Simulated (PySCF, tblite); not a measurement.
# C6H10O2: infrared bands and NMR shifts

What infrared bands and NMR shifts should C6H10O2 (`C[C@@H]1COCCC1=O`) show?

Programs: tblite 0.8.0 and PySCF 2.14.0, with density-fitted response routines of our own. Each step states its level of theory. These are calculated values for one molecule in the gas phase, unless marked as measured. Atoms are numbered from 0 throughout.

### 1 The starting structure

18 atoms, charge 0, multiplicity 1; geometry from: GFN2-xTB.

Bonds of the start (Å): C0–C1 1.52, C1–C2 1.54, C2–O3 1.40, O3–C4 1.40, C4–C5 1.54, C5–C6 1.51, C6–O7 1.20, C6–C1 1.52, C0–H8 1.09, C0–H9 1.09, C0–H10 1.09, C1–H11 1.10, C2–H12 1.10, C2–H13 1.09, C4–H14 1.10, C4–H15 1.09, C5–H16 1.09, C5–H17 1.09.

### 2 Harmonic vibrations with GFN2-xTB

Job settings and geometry (Å):

```
{"job": {"kind": "ir", "xc": "GFN2-xTB", "basis": "xTB"}, "charge": 0, "multiplicity": 1}
C     -2.255817     0.281331    -0.093309
C     -0.810335    -0.054597    -0.434233
C     -0.275174    -1.212808     0.436389
O      1.060085    -1.524794     0.137831
C      1.922575    -0.445911     0.387994
C      1.563855     0.774739    -0.477702
C      0.116054     1.127382    -0.221610
O     -0.247670     2.206166     0.169718
H     -2.331912     0.606749     0.941576
H     -2.894115    -0.586462    -0.238518
H     -2.607125     1.090423    -0.727781
H     -0.728878    -0.363055    -1.481997
H     -0.378778    -0.939322     1.497985
H     -0.849440    -2.122721     0.248668
H      1.880141    -0.160177     1.450531
H      2.928511    -0.800677     0.154956
H      2.208496     1.618847    -0.233166
H      1.690769     0.511206    -1.528989
```

**Question.** This job is followed by: GIAO PBE0/pcSseg-1 NMR shielding, non-relativistic, gas phase. Predict these results of the whole session: strongest single infrared mode (GFN2-xTB); zero-point energy (GFN2-xTB); 13C shifts against TMS (PBE0/pcSseg-1); 1H shifts against TMS (PBE0/pcSseg-1, means over atoms taken as alike); 17O shifts against H2O (PBE0/pcSseg-1).

The runs gave:

```
                                                              quantity                                               value
                             strongest single infrared mode (GFN2-xTB)                               1779 cm⁻¹, 362 km/mol
                                          zero-point energy (GFN2-xTB)                                       94.9 kcal/mol
                                13C shifts against TMS (PBE0/pcSseg-1)             213.5, 80.2, 74.3, 50.5, 48.1, 11.7 ppm
1H shifts against TMS (PBE0/pcSseg-1, means over atoms taken as alike)  4.52, 4.39, 3.67, 3.20, 2.66, 2.51, 2.08, 0.89 ppm
                                17O shifts against H2O (PBE0/pcSseg-1)                                     653.5, 62.2 ppm
```

**Reading.** No mode is imaginary among the 48: a minimum at this level. The strongest single mode, at 1779 cm⁻¹, moves mainly C6 and O7. GFN2-xTB is a fitted tight-binding method: band positions and strengths are rough. Its intensities can rank the bands wrongly. The most deshielded carbon is C6 (ketone carbonyl carbon), at 213.5 ppm: low-lying n→π* states of the double bond to the heteroatom give a large paramagnetic term (-277 ppm). At PBE0/pcSseg-1: Shielding is most anisotropic at O7 (span 1263 ppm, paramagnetic term -717 ppm).
